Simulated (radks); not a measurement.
# Pt¹³⁺ in [Kr] 4d10 4f14 5s2 5p3: an all-electron calculation

An exercise on one series of results from a longer session: the logs are not shown, and one member is left open.

Method: scalar-relativistic Kohn-Sham, r2SCAN, spin-unpolarised, spherical densities, finite nucleus. Code: radks (a radial shooting solver on a logarithmic mesh, Libxc functionals) version 1.

### What is computed

* element: platinum (Z = 78)
* charge: +13
* electrons: 65
* configuration: [Kr] 4d10 4f14 5s2 5p3
* nuclear rms radius: 5.427 fm

The outer shells:

Pt¹³⁺
```
[Kr] core
4d [↑↓][↑↓][↑↓][↑↓][↑↓]
4f [↑↓][↑↓][↑↓][↑↓][↑↓][↑↓][↑↓]
5s [↑↓]
5p [↑ ][↑ ][↑ ]
```

Set-up of the first run:

Input:

```text
Z 78
configuration [Kr] 4d10 4f14 5s2 5p3 6s0 5d0
relativity scalar-relativistic
functional r2scan,r2scan
spin unpolarised
nucleus finite rms 5.427 fm
c 137.035999084
```

Run with:

```console
$ python run_ks.py task.json out
```

All runs below come from this command, one after another.

One table of the session follows, with a row left open; its other results are not shown here.

It belongs to the step «Radial structure». From the orbitals of this run (lengths in bohr):

```
level      <r>  outermost maximum (interpolated)  90 % within  nodes
   1s  0.01715                            0.0106       0.0313      0
   2s  0.07234                            0.0612        0.112      1
   2p  0.06522                            0.0506        0.106      0
   3s   0.1869                             0.172        0.274      2
   3p   0.1880                             0.172        0.281      1
   3d   0.1704                             0.140        0.264      0
   4s   0.4145                             0.390        0.594      3
   4p   0.4406                             0.409        0.638      2
   4d        ?                                 ?            ?      ?
   5s   0.8916                             0.844         1.25      4
   4f   0.4990                             0.384        0.794      0
   5p   0.9787                             0.925         1.38      3
   5d    1.121                              1.05         1.60      2
   6s    1.636                              1.63         2.27      5
```

Q: Estimate the row for 4d from the others.

As computed: <r>: 0.4655; outermost maximum (interpolated): 0.417; 90 % within: 0.693; nodes: 1. In the column «<r>» it lies between 4p (0.4406) and 4f (0.4990).

To keep in mind: Spin polarisation and multiplet splitting are left out.
